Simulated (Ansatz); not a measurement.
**W (W (111), 6 layers): how the settings move a single-point run**

Question: which choices in the input matter for W (W (111), 6 layers)?

Program: Ansatz 0.2.0. Level of theory: reference: DFT, PBE, PAW with Ansatz's default frozen-core files, scalar-relativistic. These are calculated values, not measurements.

## (1) Starting point

It takes space group P-3m1 (No. 164, trigonal). Conventional cell: a = 4.502 Å, b = 4.502 Å, c = 20.595 Å, α = 90.00°, β = 90.00°, γ = 120.00°. W (site symmetry 3m) is surrounded by 4 W at 2.76 Å. W (site symmetry 3m) is surrounded by 7 W at 2.76 Å.

Coordinates:

```
CELL_PARAMETERS angstrom
4.50203 0.00000 0.00000
-2.25102 3.89888 0.00000
0.00000 0.00000 20.59490
ATOMIC_POSITIONS crystal
W 0.16667 0.33333 0.38845
W 0.50000 0.00000 0.43307
W 0.83333 0.66667 0.47769
W 0.16667 0.33333 0.52231
W 0.50000 0.00000 0.56693
W 0.83333 0.66667 0.61155
```

## (2) Reference

Contents of input.yaml:

```yaml
crystal:
  lattice:
    - [4.5020337152, 0.0, 0.0]
    - [-2.2510168576, 3.898875566, 0.0]
    - [0.0, 0.0, 20.5949]
  atoms:
    - { symbol: W, position: [0.1666666665, 0.3333333335, 0.3884464376] }
    - { symbol: W, position: [0.5000000005, 0.9999999995, 0.4330678625] }
    - { symbol: W, position: [0.8333333335, 0.6666666665, 0.4776892874] }
    - { symbol: W, position: [0.1666666665, 0.3333333335, 0.5223107122] }
    - { symbol: W, position: [0.5000000005, 0.9999999995, 0.5669321375] }
    - { symbol: W, position: [0.8333333335, 0.6666666665, 0.6115535624] }
kpoints:
  mp_grid: { grid: [9, 9, 1] }
scf:
  occupations: { method: fermi_dirac, width: 0.08 }
hamiltonian:
  xc: pbe
  pseudopotentials: { kind: paw }
output:
  forces: true
  stress: true
  eigenvalues: true
  populations: true
efield:
  axis: 3
  amplitude: 0
  dipole_correction: true
```

Launch:

```console
$ ansatz run input.yaml --threads 2 --pin off --max-ram 4096MiB --backend cpu --events-out ev --progress --plain --runs-dir out
```

## (3) Changed: mp_grid.grid [3, 3, 1], occupations.method tetrahedron, width left out

Changes to input.yaml since step 2:

```diff
@@ -13,5 +13,5 @@
 kpoints:
-  mp_grid: { grid: [9, 9, 1] }
+  mp_grid: { grid: [3, 3, 1] }
 scf:
-  occupations: { method: fermi_dirac, width: 0.08 }
+  occupations: { method: tetrahedron }
 hamiltonian:
```

What does the calculation give? Wanted: for each run, ending; energy change; gap; force.

As calculated:

| run | ending | energy change | gap (eV) | force (eV/Å) | cycles | time |
| --- | --- | --- | --- | --- | --- | --- |
| reference | converged | 0 | 0.00 | 2.52 | 9 | 8.8 s |
| 1: mp_grid.grid [3, 3, 1], occupations.method tetrahedron, width left out | converged | +3.7 meV/atom (σ→0) | 0.00 | 2.00 | 17 | 3.6 s |

Residual by cycle in the longest SCF loop of each run; runs are numbered as in the table. The quantity is the density residual dr2, in eV.

| cycle | reference | run 1 |
| --- | --- | --- |
| 1 | 0.634 | 0.697 |
| 2 | 0.0686 | 0.257 |
| 4 | 5.4e-4 | 0.0106 |
| 5 | 1.3e-4 | 2.33 |
| 7 | 1.7e-6 | 0.00146 |
| 8 | 1.0e-7 | 5.5e-5 |
| 10 | - | 2.0e-5 |
| 11 | - | 8.7e-6 |
| 13 | - | 4.5e-7 |
| 14 | - | 1.1e-7 |
| 16 | - | 6.7e-7 |
| 17 | - | 1.4e-8 |

**Reading.** Changing the k-point mesh and smearing moves the energy by +3.7 meV/atom (σ→0 values), and the largest force goes from 2.52 to 2.00 eV/Å. More than one kind of setting changed, and this run alone doesn't tell their shares apart. Cost: 17 SCF cycles against 9, 3.6 s against 8.8 s.
